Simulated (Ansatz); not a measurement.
# GaC+ (triplet): correlated methods under varied settings, part 1 of 2

Aim: run GaC+ (triplet) at one geometry under a spread of methods and options, and see what each costs and gives.

Computed with Ansatz 0.2.0, Gaussian basis. Level: the settings change from run to run.

21 further runs of the same task are left out: 1 for a known fault of the program, 9 that didn't finish, 11 set aside as unsound or not needed.

### Step 1. What is computed

The geometry is a PBE0/def2-TZVP stationary point (not a proven minimum) of the parent state, kept for this charge and spin. No spin-orbit coupling is included. The filled d shell of Ga may be among the frozen orbitals whatever the setting's name suggests; the logs give the count.

2 atoms, charge 1, spin multiplicity 3.

Atoms are counted from 1 here; the program's logs count them from 0.

Bond lengths: C1–Ga2 1.987 Å.

As a file:

```csv
atom,x (Å),y (Å),z (Å)
C1,0.0000,0.0000,0.0000
Ga2,0.0000,0.0000,1.9874
```

### Step 2. CCSD on ROHF/6-31G

The input, in.yaml:

```yaml
crystal:
  periodic: [false, false, false]
  atoms:
    - {symbol: C, position_ang: [0.000000, 0.000000, 0.000000]}
    - {symbol: Ga, position_ang: [0.000000, 0.000000, 1.987400]}
basis:
  gaussian: {orbitals: 6-31G}
total_charge: 1
magnetization: {spin_polarized: false, initial_magnetization: 2}
correlation: {method: ccsd, electrons: outside_noble_gas, diis_vectors: 1}
```

Started as:

```console
$ ansatz run in.yaml --threads 1 --pin off --events-out ev --progress --plain --max-ram 2393MiB
```

What it wrote:

```text
Functional definition: HF
  name "HF"
  cite "Fock, Z. Phys. 61, 126 (1930) doi:10.1007/BF01340294"
  parent pbe
  exchange = exact_x
  correlation = 0
379 factors; integrals over basis functions are off by at most 3.2e-4 eV
mean field evaluation 1: about -53340.7040 eV, gradient 2.2e1 eV
mean field evaluation 2: about -53340.7180 eV, gradient 2.2e1 eV
mean field evaluation 4: about -53342.5780 eV, gradient 6.1e0 eV
mean field evaluation 8: about -53343.1915 eV, gradient 1.0e0 eV
mean field evaluation 16: about -53343.3122 eV, gradient 1.8e-1 eV
mean field evaluation 32: about -53343.3884 eV, gradient 1.4e0 eV
mean field evaluation 64: about -53343.5470 eV, gradient 9.5e-5 eV
mean field evaluation 96: about -53343.5263 eV, gradient 3.6e-1 eV
mean field evaluation 128: about -53343.5469 eV, gradient 3.0e-2 eV
mean field evaluation 160: about -53340.9888 eV, gradient 9.4e0 eV
mean field evaluation 192: about -53343.2582 eV, gradient 9.9e-1 eV
mean field evaluation 224: about -53337.4424 eV, gradient 1.6e0 eV
mean field evaluation 256: about -53338.8719 eV, gradient 3.9e-1 eV
mean field evaluation 288: about -53338.3315 eV, gradient 1.2e1 eV
mean field evaluation 320: about -53343.2151 eV, gradient 1.2e0 eV
mean field evaluation 352: about -53338.9173 eV, gradient 7.5e-1 eV
mean field evaluation 384: about -53338.8677 eV, gradient 8.6e-1 eV
mean field evaluation 416: about -53338.3380 eV, gradient 1.3e1 eV
mean field evaluation 448: about -53339.3697 eV, gradient 1.3e1 eV
mean field evaluation 480: about -53338.9212 eV, gradient 2.1e-2 eV
mean field evaluation 512: about -53343.3141 eV, gradient 9.6e-4 eV
mean field evaluation 544: about -53335.1171 eV, gradient 2.4e-3 eV
mean field evaluation 576: about -53340.2425 eV, gradient 2.8e-4 eV
mean field -53343.54695221 eV, -1960.3391929389 hartree, gradient 1.1e-6 eV, S^2 2.000000; 13 other end points of the search recorded, 0 dependent functions left out
mean field evaluation 608: about -53344.2881 eV, gradient 2.1e-1 eV
mean field evaluation 640: about -53344.2903 eV, gradient 4.4e-6 eV
mean field evaluation 672: about -53343.8530 eV, gradient 4.0e0 eV
mean field evaluation 704: about -53343.4891 eV, gradient 1.4e-5 eV
determinant -53343.54695221 eV, -1960.3391929389 hartree, with singles and doubles -53346.31854029 eV, -1960.4410469223 hartree
determinant -53343.31408174 eV, -1960.3306351070 hartree, with singles and doubles -53345.71258498 eV, -1960.4187784755 hartree
determinant -53340.24252361 eV, -1960.2177574277 hartree, with singles and doubles -53342.63986474 eV, -1960.3058580891 hartree
determinant -53343.14012370 eV, -1960.3242422671 hartree, with singles and doubles -53346.29407781 eV, -1960.4401479427 hartree
determinant -53343.14012370 eV, -1960.3242422671 hartree, with singles and doubles -53346.29332376 eV, -1960.4401202317 hartree
determinant -53343.54695221 eV, -1960.3391929389 hartree, with singles and doubles -53346.32300243 eV, -1960.4412109027 hartree
unrestricted determinant -53344.29030174 eV, -1960.3665105302 hartree, S^2 2.6476
15 core orbitals not correlated: weight in the atoms' cores, before any rotation towards them, 0.988 or more for the frozen orbitals, at most 0.011 for the correlated occupied ones
reference -53343.54695221 eV, -1960.3391929389 hartree; 4, 2 occupied and 19, 21 virtual orbitals, 379 factors
second order -1.68495752 eV of doubles, -0.06171186 eV of singles
cycle   1  -2.77605308 eV  change   -2.9e-6 eV  update   3.8e-6
cycle   2  -2.77605880 eV  change   -5.7e-6 eV  update   2.8e-6
cycle   3  -2.77606060 eV  change   -1.8e-6 eV  update   1.1e-6
WARN: the results are in doubt because among natural orbitals full CI differs from the method by -0.109 eV
Total energy: -53346.32301281 eV, -1960.4412112845 hartree
In doubt: among natural orbitals full CI differs from the method by -0.109 eV
```

Run time: 3.7 s. Hardware: 1 thread of Arm Neoverse V1, shared host.

From the report: correlation -2.7761 eV; T1 0.079; largest double amplitude 0.20. The program marks this result as in doubt; its last lines say why.

### Step 3. CASSCF(2,4)/cc-pVDZ

The input, in.yaml:

```yaml
crystal:
  periodic: [false, false, false]
  atoms:
    - {symbol: C, position_ang: [0.000000, 0.000000, 0.000000]}
    - {symbol: Ga, position_ang: [0.000000, 0.000000, 1.987400]}
basis:
  gaussian: {orbitals: cc-pVDZ}
total_charge: 1
magnetization: {spin_polarized: false, initial_magnetization: 2}
hamiltonian: {pseudopotentials: {relativity: scalar}}
correlation: {active_space: {window: {electrons: 2, orbitals: 4}}}
output: {forces: true}
```

The command is unchanged.

What it wrote:

```text
Functional definition: HF
  name "HF"
  cite "Fock, Z. Phys. 61, 126 (1930) doi:10.1007/BF01340294"
  parent pbe
  exchange = exact_x
  correlation = 0
457 factors; integrals over basis functions are off by at most 5.1e-4 eV
mean field evaluation 1: about -53758.6449 eV, gradient 2.1e1 eV
mean field evaluation 2: about -53758.6474 eV, gradient 2.1e1 eV
mean field evaluation 4: about -53760.4713 eV, gradient 5.8e0 eV
mean field evaluation 8: about -53761.0170 eV, gradient 8.4e-1 eV
mean field evaluation 16: about -53761.0887 eV, gradient 2.9e-2 eV
mean field evaluation 32: about -53761.2486 eV, gradient 3.3e-1 eV
mean field evaluation 64: about -53761.0887 eV, gradient 1.4e-4 eV
mean field evaluation 96: about -53761.2617 eV, gradient 1.6e-1 eV
mean field evaluation 128: about -53761.2644 eV, gradient 4.7e-3 eV
mean field -53761.26439003 eV, -1975.6900256398 hartree, gradient 1.6e-6 eV, S^2 2.000000; 9 other end points of the search recorded, 0 dependent functions left out
reference -53761.26439003 eV, -1975.6900256398 hartree; 19, 17 occupied and 22, 24 virtual orbitals, 457 factors
state -53761.39988100 eV, -1975.6950048409 hartree
the calculation of the forces begins
Total energy: -53761.39988100 eV, -1975.6950048409 hartree
Relativity: scalar
Atom 0 at     0.000000     0.000000     0.000000 Å, force    -0.000000    -0.000000    -2.491710 eV/Å
Atom 1 at     0.000000     0.000000     1.987400 Å, force     0.000000     0.000000     2.491710 eV/Å
Dipole moment:    -0.000000     0.000000     0.164950 e Å
```

Wall time 4.4 s (1 thread of Arm Neoverse V1, shared host).

From the report: 16 determinants; active occupations 1.00, 1.00, 0.00, 0.00.

### Step 4. CCSDT(Q) on UHF/6-31G

The input, in.yaml:

```yaml
crystal:
  periodic: [false, false, false]
  atoms:
    - {symbol: C, position_ang: [0.000000, 0.000000, 0.000000]}
    - {symbol: Ga, position_ang: [0.000000, 0.000000, 1.987400]}
basis:
  gaussian: {orbitals: 6-31G}
total_charge: 1
magnetization: {spin_polarized: true, initial_magnetization: 2}
correlation: {method: ccsdt_q, electrons: outside_noble_gas}
scf: {lower_state_search: off}
```

Launched as before.

What it wrote:

```text
Functional definition: HF
  name "HF"
  cite "Fock, Z. Phys. 61, 126 (1930) doi:10.1007/BF01340294"
  parent pbe
  exchange = exact_x
  correlation = 0
these checks for a lower state are left out or cut short: stability, starts, cluster_reference, orbital_swaps, neighbouring_geometries, increment
638 factors; integrals over basis functions are off by at most 9.6e-8 eV
mean field evaluation 1: about -53340.4771 eV, gradient 1.7e1 eV
mean field evaluation 2: about -53340.5362 eV, gradient 1.7e1 eV
mean field evaluation 4: about -53343.5471 eV, gradient 2.6e0 eV
mean field evaluation 8: about -53344.1139 eV, gradient 1.2e0 eV
mean field evaluation 16: about -53344.2905 eV, gradient 1.5e-4 eV
mean field -53344.29054593 eV, -1960.3665195039 hartree, gradient 5.9e-6 eV, S^2 2.647558; 0 other end points of the search recorded, 0 dependent functions left out
15 core orbitals not correlated: weight in the atoms' cores, before any rotation towards them, 0.990 or more for the frozen orbitals, at most 0.007 for the correlated occupied ones
reference -53344.29054593 eV, -1960.3665195039 hartree; 4, 2 occupied and 19, 21 virtual orbitals, 638 factors
second order -1.25744608 eV of doubles, -0.00000000 eV of singles
cycle   1  -1.56481571 eV  change   -3.1e-1 eV  update   7.5e-2
cycle   2  -1.82281705 eV  change   -2.6e-1 eV  update   4.7e-2
cycle   3  -1.93852185 eV  change   -1.2e-1 eV  update   3.4e-2
cycle   4  -2.02604702 eV  change   -8.8e-2 eV  update   2.4e-2
cycle   5  -2.07040727 eV  change   -4.4e-2 eV  update   1.4e-2
cycle   6  -2.09280736 eV  change   -2.2e-2 eV  update   1.1e-2
cycle   7  -2.10950251 eV  change   -1.7e-2 eV  update   8.9e-3
cycle   8  -2.13762412 eV  change   -2.8e-2 eV  update   7.5e-3
cycle   9  -2.15245585 eV  change   -1.5e-2 eV  update   5.6e-3
cycle  10  -2.16393294 eV  change   -1.1e-2 eV  update   3.6e-3
cycle  11  -2.16698777 eV  change   -3.1e-3 eV  update   2.1e-3
cycle  12  -2.16605492 eV  change    9.3e-4 eV  update   9.7e-4
cycle  13  -2.16619670 eV  change   -1.4e-4 eV  update   5.5e-4
cycle  14  -2.16564335 eV  change    5.5e-4 eV  update   3.2e-4
cycle  15  -2.16596317 eV  change   -3.2e-4 eV  update   1.5e-4
cycle  16  -2.16619021 eV  change   -2.3e-4 eV  update   6.8e-5
cycle  17  -2.16624161 eV  change   -5.1e-5 eV  update   4.0e-5
cycle  18  -2.16621419 eV  change    2.7e-5 eV  update   2.7e-5
cycle  19  -2.16618529 eV  change    2.9e-5 eV  update   1.5e-5
cycle  20  -2.16618183 eV  change    3.5e-6 eV  update   9.3e-6
cycle  21  -2.16618311 eV  change   -1.3e-6 eV  update   6.8e-6
cycle  22  -2.16617995 eV  change    3.2e-6 eV  update   5.2e-6
cycle  23  -2.16617004 eV  change    9.9e-6 eV  update   4.2e-6
cycle  24  -2.16615561 eV  change    1.4e-5 eV  update   2.9e-6
cycle  25  -2.16615314 eV  change    2.5e-6 eV  update   1.5e-6
cycle  26  -2.16615309 eV  change    5.6e-8 eV  update   8.1e-7
cycle  27  -2.16615233 eV  change    7.5e-7 eV  update   5.3e-7
cycle  28  -2.16615167 eV  change    6.6e-7 eV  update   3.1e-7
cycle  29  -2.16615122 eV  change    4.5e-7 eV  update   1.8e-7
cycle  30  -2.16615118 eV  change    4.3e-8 eV  update   1.1e-7
perturbative correction -0.00854898 eV, -0.0003141692 hartree
Total energy: -53346.46524608 eV, -1960.4464382606 hartree
Checks for a lower state left out: stability, starts, cluster_reference, orbital_swaps, neighbouring_geometries, increment
```

Wall time 3 s (1 thread of Arm Neoverse V1, shared host).

From the report: ⟨S²⟩ of the determinant 2.648 (pure triplet: 2.00); correlation -2.1747 eV; T1 0.098; largest double amplitude 0.24. The determinant is far from a pure spin state, so its energy mixes those of several spin states (harmless only where they are near-degenerate, as at dissociation).

### Step 5. MP2 on ROHF/cc-pVDZ

The input, in.yaml:

```yaml
crystal:
  periodic: [false, false, false]
  atoms:
    - {symbol: C, position_ang: [0.000000, 0.000000, 0.000000]}
    - {symbol: Ga, position_ang: [0.000000, 0.000000, 1.987400]}
basis:
  gaussian: {orbitals: cc-pVDZ, fitting: {mean_field: def2-universal-jkfit}}
total_charge: 1
magnetization: {spin_polarized: false, initial_magnetization: 2}
correlation: {method: mp2, electrons: all}
```

Same command.

What it wrote:

```text
Functional definition: HF
  name "HF"
  cite "Fock, Z. Phys. 61, 126 (1930) doi:10.1007/BF01340294"
  parent pbe
  exchange = exact_x
  correlation = 0
341 factors; integrals over basis functions are off by at most 5.7e-2 eV
mean field evaluation 1: about -53348.9317 eV, gradient 2.2e1 eV
mean field evaluation 2: about -53342.9701 eV, gradient 3.1e1 eV
mean field evaluation 4: about -53351.2717 eV, gradient 1.5e0 eV
mean field evaluation 8: about -53351.4352 eV, gradient 6.6e-1 eV
mean field evaluation 16: about -53351.5998 eV, gradient 1.1e0 eV
mean field evaluation 32: about -53351.4714 eV, gradient 4.2e-2 eV
mean field evaluation 64: about -53351.6320 eV, gradient 2.3e-1 eV
mean field evaluation 96: about -53351.4715 eV, gradient 2.6e-6 eV
mean field -53351.66322132 eV, -1960.6374603274 hartree, gradient 2.1e-6 eV, S^2 2.000000; 12 other end points of the search recorded, 0 dependent functions left out
unrestricted determinant -53352.39679116 eV, -1960.6644185216 hartree, S^2 2.6425
reference -53351.66322132 eV, -1960.6374603274 hartree; 19, 17 occupied and 22, 24 virtual orbitals, 341 factors
second order -3.41776074 eV of doubles, -0.10311771 eV of singles
Total energy: -53355.18409978 eV, -1960.7668502240 hartree
```

It took 2 s on 1 thread of Arm Neoverse V1, shared host.

### Step 6. CCSDT(Q)/B/STO-3G

The input, in.yaml:

```yaml
crystal:
  periodic: [false, false, false]
  atoms:
    - {symbol: C, position_ang: [0.000000, 0.000000, 0.000000]}
    - {symbol: Ga, position_ang: [0.000000, 0.000000, 1.987400]}
basis:
  gaussian: {orbitals: STO-3G}
total_charge: 1
magnetization: {spin_polarized: false, initial_magnetization: 2}
hamiltonian: {xc: {name: B3LYP}}
correlation: {method: ccsdt_q_b, electrons: outside_noble_gas}
scf: {lower_state_search: off}
```

Launched as before.

What it wrote:

```text
Functional definition: B3LYP
  name "B3LYP"
  cite "Stephens, Devlin, Chabalowski & Frisch, J. Phys. Chem. 98, 11623 (1994) doi:10.1021/j100096a001"
  cite "Becke, Phys. Rev. A 38, 3098 (1988) doi:10.1103/PhysRevA.38.3098"
  cite "Lee, Yang & Parr, Phys. Rev. B 37, 785 (1988) doi:10.1103/PhysRevB.37.785"
  cite "Vosko, Wilk & Nusair, Can. J. Phys. 58, 1200 (1980) doi:10.1139/p80-159"
  parameter a0 = 0.2
  parameter ax = 0.72
  parameter ac = 0.81
  exchange = (1 - a0 - ax)*slater_x + ax*b88_x + a0*exact_x
  correlation = (1 - ac)*vwn_rpa_c + ac*lyp_c
these checks for a lower state are left out or cut short: stability, starts, cluster_reference, orbital_swaps, neighbouring_geometries, increment
288 factors; integrals over basis functions are off by at most 4.0e-8 eV
mean field evaluation 1: about -51882.3051 eV, gradient 1.9e2 eV
mean field evaluation 2: about -51882.3216 eV, gradient 1.9e2 eV
mean field evaluation 4: about -52604.1745 eV, gradient 1.2e2 eV
mean field evaluation 8: about -52641.3754 eV, gradient 5.0e1 eV
mean field evaluation 16: about -52769.4583 eV, gradient 8.0e0 eV
mean field evaluation 32: about -52772.0014 eV, gradient 7.7e-3 eV
mean field -52772.00136737 eV, -1939.3352801038 hartree, gradient 3.1e-6 eV, S^2 2.000000; 0 other end points of the search recorded, 0 dependent functions left out
15 core orbitals not correlated, not the lowest: weight in the atoms' cores, before any rotation towards them, 0.467 or more for the frozen orbitals, at most 0.220 for the correlated occupied ones
reference -52729.31068483 eV, -1937.7664264571 hartree; 4, 2 occupied and 4, 6 virtual orbitals, 288 factors
second order -1.86259382 eV of doubles, -0.15922147 eV of singles
cycle   1  -2.28441777 eV  change   -2.7e-1 eV  update   1.2e-1
cycle   2  -2.56766778 eV  change   -2.8e-1 eV  update   6.4e-2
cycle   3  -2.80284232 eV  change   -2.4e-1 eV  update   3.8e-2
cycle   4  -2.83446104 eV  change   -3.2e-2 eV  update   1.7e-2
cycle   5  -2.85979652 eV  change   -2.5e-2 eV  update   8.9e-3
cycle   6  -2.85914459 eV  change    6.5e-4 eV  update   7.3e-3
cycle   7  -2.86056382 eV  change   -1.4e-3 eV  update   7.2e-3
cycle   8  -2.85318471 eV  change    7.4e-3 eV  update   7.1e-3
cycle   9  -2.84692955 eV  change    6.3e-3 eV  update   5.6e-3
cycle  10  -2.85422292 eV  change   -7.3e-3 eV  update   3.5e-3
cycle  11  -2.85573881 eV  change   -1.5e-3 eV  update   2.3e-3
cycle  12  -2.85779881 eV  change   -2.1e-3 eV  update   1.6e-3
cycle  13  -2.85679904 eV  change    1.0e-3 eV  update   1.3e-3
cycle  14  -2.85663460 eV  change    1.6e-4 eV  update   1.2e-3
cycle  15  -2.85740050 eV  change   -7.7e-4 eV  update   1.1e-3
cycle  16  -2.85803539 eV  change   -6.3e-4 eV  update   1.0e-3
cycle  17  -2.85832306 eV  change   -2.9e-4 eV  update   8.1e-4
cycle  18  -2.85825303 eV  change    7.0e-5 eV  update   6.5e-4
cycle  19  -2.85860019 eV  change   -3.5e-4 eV  update   4.4e-4
cycle  20  -2.85920688 eV  change   -6.1e-4 eV  update   2.6e-4
cycle  21  -2.85935736 eV  change   -1.5e-4 eV  update   1.6e-4
cycle  22  -2.85948597 eV  change   -1.3e-4 eV  update   1.2e-4
cycle  23  -2.85937378 eV  change    1.1e-4 eV  update   8.8e-5
cycle  24  -2.85932144 eV  change    5.2e-5 eV  update   5.0e-5
cycle  25  -2.85928119 eV  change    4.0e-5 eV  update   3.1e-5
cycle  26  -2.85925975 eV  change    2.1e-5 eV  update   2.4e-5
cycle  27  -2.85925577 eV  change    4.0e-6 eV  update   1.9e-5
cycle  28  -2.85926197 eV  change   -6.2e-6 eV  update   1.3e-5
cycle  29  -2.85926665 eV  change   -4.7e-6 eV  update   7.5e-6
cycle  30  -2.85926379 eV  change    2.9e-6 eV  update   5.6e-6
cycle  31  -2.85925930 eV  change    4.5e-6 eV  update   3.4e-6
cycle  32  -2.85925997 eV  change   -6.6e-7 eV  update   1.7e-6
cycle  33  -2.85925924 eV  change    7.2e-7 eV  update   1.1e-6
cycle  34  -2.85925945 eV  change   -2.1e-7 eV  update   7.3e-7
perturbative correction -0.01516917 eV, -0.0005574566 hartree
Total energy: -52732.18511345 eV, -1937.8720597606 hartree
Checks for a lower state left out: stability, starts, cluster_reference, orbital_swaps, neighbouring_geometries, increment
```

Run time: 2.4 s. Hardware: 1 thread of Arm Neoverse V1, shared host.

From the report: correlation -2.8744 eV; T1 0.037; largest double amplitude 0.15. The orbitals are Kohn-Sham ones, so correlation energy and T1 don't compare with those on Hartree-Fock orbitals.

### Step 7. CISDT/6-31G

The input, in.yaml:

```yaml
crystal:
  periodic: [false, false, false]
  atoms:
    - {symbol: C, position_ang: [0.000000, 0.000000, 0.000000]}
    - {symbol: Ga, position_ang: [0.000000, 0.000000, 1.987400]}
basis:
  gaussian: {orbitals: 6-31G}
total_charge: 1
magnetization: {spin_polarized: false, initial_magnetization: 2}
correlation: {active_space: {ras: {orbitals: [2, 2, 19], electrons: 6, max_holes: 3, max_particles: 3}, fixed_orbitals: true}}
```

Same command.

What it wrote:

```text
Functional definition: HF
  name "HF"
  cite "Fock, Z. Phys. 61, 126 (1930) doi:10.1007/BF01340294"
  parent pbe
  exchange = exact_x
  correlation = 0
379 factors; integrals over basis functions are off by at most 3.2e-4 eV
mean field evaluation 1: about -53340.7040 eV, gradient 2.2e1 eV
mean field evaluation 2: about -53340.7180 eV, gradient 2.2e1 eV
mean field evaluation 4: about -53342.5780 eV, gradient 6.1e0 eV
mean field evaluation 8: about -53343.1915 eV, gradient 1.0e0 eV
mean field evaluation 16: about -53343.3122 eV, gradient 1.8e-1 eV
mean field evaluation 32: about -53343.3884 eV, gradient 1.4e0 eV
mean field evaluation 64: about -53342.6332 eV, gradient 7.1e0 eV
mean field evaluation 96: about -53343.5443 eV, gradient 9.8e-2 eV
mean field evaluation 128: about -53343.5443 eV, gradient 9.6e-2 eV
mean field evaluation 160: about -53343.3140 eV, gradient 7.9e-2 eV
mean field -53343.54695221 eV, -1960.3391929389 hartree, gradient 1.1e-6 eV, S^2 2.000000; 11 other end points of the search recorded, 0 dependent functions left out
reference -53343.54695221 eV, -1960.3391929389 hartree; 19, 17 occupied and 19, 21 virtual orbitals, 379 factors
state -53346.37157604 eV, -1960.4429959501 hartree
Total energy: -53346.37157604 eV, -1960.4429959501 hartree
```

Wall time 2.2 s (1 thread of Arm Neoverse V1, shared host).

From the report: 42,668 determinants.

### Step 8. HF/def2-SVP

The input, in.yaml:

```yaml
crystal:
  periodic: [false, false, false]
  atoms:
    - {symbol: C, position_ang: [0.000000, 0.000000, 0.000000]}
    - {symbol: Ga, position_ang: [0.000000, 0.000000, 1.987400]}
basis:
  gaussian: {orbitals: def2-SVP, fitting: {mean_field: def2-universal-jkfit}}
total_charge: 1
magnetization: {spin_polarized: false, initial_magnetization: 2}
hamiltonian: {xc: hf}
accuracy: high
output: {orbitals: {seedname: orbitals}}
```

Launched as before.

What it wrote:

```text
Functional definition: HF
  name "HF"
  cite "Fock, Z. Phys. 61, 126 (1930) doi:10.1007/BF01340294"
  parent pbe
  exchange = exact_x
  correlation = 0
341 factors; integrals over basis functions are off by at most 1.1e-1 eV
mean field evaluation 1: about -53341.6421 eV, gradient 2.2e1 eV
mean field evaluation 2: about -53334.7788 eV, gradient 3.3e1 eV
mean field evaluation 4: about -53344.2108 eV, gradient 1.9e0 eV
mean field evaluation 8: about -53344.3173 eV, gradient 9.1e-1 eV
mean field evaluation 16: about -53344.4582 eV, gradient 6.0e-1 eV
mean field evaluation 32: about -53344.6056 eV, gradient 1.2e-7 eV
mean field evaluation 64: about -53344.5421 eV, gradient 3.2e-1 eV
mean field evaluation 96: about -53344.4295 eV, gradient 3.1e-1 eV
mean field evaluation 128: about -53344.4112 eV, gradient 6.6e-1 eV
mean field evaluation 160: about -53342.3536 eV, gradient 1.4e1 eV
mean field -53344.60751992 eV, -1960.3781680835 hartree, gradient 2.3e-8 eV, S^2 2.000000; 7 other end points of the search recorded, 0 dependent functions left out
reference -53344.60751992 eV, -1960.3781680835 hartree; 19, 17 occupied and 27, 29 virtual orbitals, 341 factors
Total energy: -53344.60751992 eV, -1960.3781680835 hartree
```

Wall time 1.5 s (1 thread of Arm Neoverse V1, shared host).

(Continued in part 2 of 2.)
